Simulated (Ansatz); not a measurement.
What does this script print? It uses the Ansatz DFT code, driven from Python.

`run_xc.py`
```python
# -*- coding: utf-8 -*-
'''One structure of In under several functionals.'''

import ansatz as az

material = (
    az.Lattice.of([1.66964, 0.96397, 8.20746], [-1.66964, 0.96397, 8.20746], [0.0, -1.92793, 8.20746])
    .atom('In', [0.0, 0.0, 0.0])
    .atom('In', [0.77801, 0.77801, 0.77801])
    .atom('In', [0.22199, 0.22199, 0.22199])
)

job = (
    material.calculation()
    .basis(450)
    .kpoints(mesh=(10, 10, 10), center='gamma')
    .pseudopotentials('paw')
    .occupations('fermi_dirac', width=0.15)
)

rows = []
for value in ['blyp', 'lda', 'pbesol']:
    rep = job.functional(value).run(threads=1, pin='off').report
    rows.append((value, rep['free_energy_ev'] / len(rep['lattice']['sites']), rep['n_iterations'], rep['n_kpoints']))

print('  functional   F/atom (eV)    iterations      k-points')
for row in rows:
    print(f'{str(row[0]):>12s}  {row[1]:12.5f}  {row[2]:12d}  {row[3]:12d}')
```

```console
$ python run_xc.py
  functional   F/atom (eV)    iterations      k-points
        blyp   -5613.75676             8           116
         lda   -5457.16080             7           116
      pbesol   -5525.42065             7           116
```

BLYP can be off by several per cent in the lattices of metals, and by several GPa in the pressure at a fixed cell. The mesh is modest for a metal, so energies can be off by several to tens of meV an atom and pressures by half a GPa or more; differences at equal mesh fare better. The smearing is wide enough that free energy and stress hold a thermal part of the electrons. This isn't the structure that In takes at ambient conditions. Total energies of different functionals can't be compared; pressures, moments and gaps at this one structure can. It ran for 31 s on 1 thread of Intel(R) Xeon(R) Platinum 8259CL CPU @ 2.50GHz (Skylake/Cascade Lake), with other jobs on the host, peak memory 0.54 GiB.
